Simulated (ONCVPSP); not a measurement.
# F: generating and testing an ONCV potential

Do these settings give a usable potential? It is generated, then checked for transferability, scattering, ghosts and hardness.

Method: ONCVPSP 4.0.1, LDA (Perdew-Wang 92), scalar-relativistic.

### 1 The design

Typed settings, in words:

* element: fluorine (F, Z = 9)
* type: optimised norm-conserving Vanderbilt (ONCV)
* frozen core: [He]
* valence charge: 7
* reference configuration: 2s2 2p5
* partial waves: 2s: rc 0.60 bohr, ncon 4, nbas 7, qcut 10.2 1/bohr, 2 projectors, debl 0.8 Ha; 2p: rc 0.90 bohr, ncon 4, nbas 9, qcut 8.2 1/bohr, 2 projectors, debl 2.5 Ha; d scattering state at 0.08 Ha: rc 0.90 bohr, ncon 4, nbas 8, qcut 9 1/bohr, 2 projectors, debl 2.4 Ha
* local potential: polynomial inside 0.40 bohr (lpopt 1, dvloc0 4 Ha)
* core correction: not asked for

The outer shells as boxes (Hund's rule for the drawing; the calculation is spin-unpolarised):

```
[He] core
2s [↑↓]
2p [↑↓][↑↓][↑ ]
```

An earlier all-electron run gives the scale for the radii.

All-electron outer shells of the reference configuration (LDA (PZ), scalar-relativistic, ld1.x):

| shell | level (eV) | outermost node (bohr) | outermost maximum (bohr) |
| --- | --- | --- | --- |
| 1s | -658.96 | – | 0.12 |
| 2s | -29.65 | 0.24 | 0.77 |
| 2p | -11.29 | – | 0.71 |

### 2 The generation run

Contents of F.dat:

```
# ATOM AND REFERENCE CONFIGURATION
# atsym  z   nc   nv     iexc    psfile
  F 9.00    1    2  -001012      upf
#
#   n    l    f
    1    0    2.00
    2    0    2.00
    2    1    5.00
#
# PSEUDOPOTENTIAL AND OPTIMIZATION
# lmax
    2
#
#   l,   rc,      ep,       ncon, nbas, qcut
    0    0.60    0.00    4    7   10.20
    1    0.90    0.00    4    9    8.20
    2    0.90    0.08    4    8    9.00
#
# LOCAL POTENTIAL
# lloc, lpopt,  rc(5),   dvloc0
    4    1    0.40    4.00
#
# VANDERBILT-KLEINMAN-BYLANDER PROJECTORs
# l, nproj, debl
    0    2    0.80
    1    2    2.50
    2    2    2.40
#
# MODEL CORE CHARGE
# icmod, fcfact, rcfact
    0    0.00    0.00
#
# LOG DERIVATIVE ANALYSIS
# epsh1, epsh2, depsh
   -3.00    5.00    0.02
#
# OUTPUT GRID
# rlmax, drl
    6.00    0.01
#
# TEST CONFIGURATIONS
# ncnf
    4
# nvcnf
#   n    l    f
    2
    2    0    2.00
    2    1    4.00
#
    2
    2    0    2.00
    2    1    3.00
#
    2
    2    0    2.00
    2    1    2.00
#
    2
    2    0    2.00
    2    1    1.00
#
```

Command:

```console
oncvpsp.x < F.dat > F.out
```

**Question.** What will these runs give? Wanted: cutoffs for 1 and 0.1 mHa per electron, occupied waves; bound ghosts; GHOST(+) flags; largest test error; largest phase difference near zero energy, channels read; projector energies reset by the program.

As calculated:

| quantity | value |
| --- | --- |
| cutoffs for 1 and 0.1 mHa per electron, occupied waves | 295 Ha and 349 Ha |
| bound ghosts | none found |
| GHOST(+) flags | none at low energy (1 near or above the test basis's cutoff) |
| largest test error (AE − PS) | +1118 meV, for 2s2 2p1 |
| largest phase difference near zero energy, channels read | 0.000 rad |
| projector energies reset by the program | s: -1.090, 0.250 Ha |

What this shows: By total energies transferability is poor: the largest error is 1118 meV on 204.7 eV, for 2s2 2p1. That test lies far up in energy; among those under 40 eV, nearer to bonding, the largest error is 8.9 meV. It counts as very hard, with 295 Ha needed at the looser tolerance. At the looser tolerance the 2p wave is the slowest; 2s needs 54 Ha. No bound ghost shows below the valence levels. Near zero energy the phases of the channels with partial waves agree within 0.001 rad.
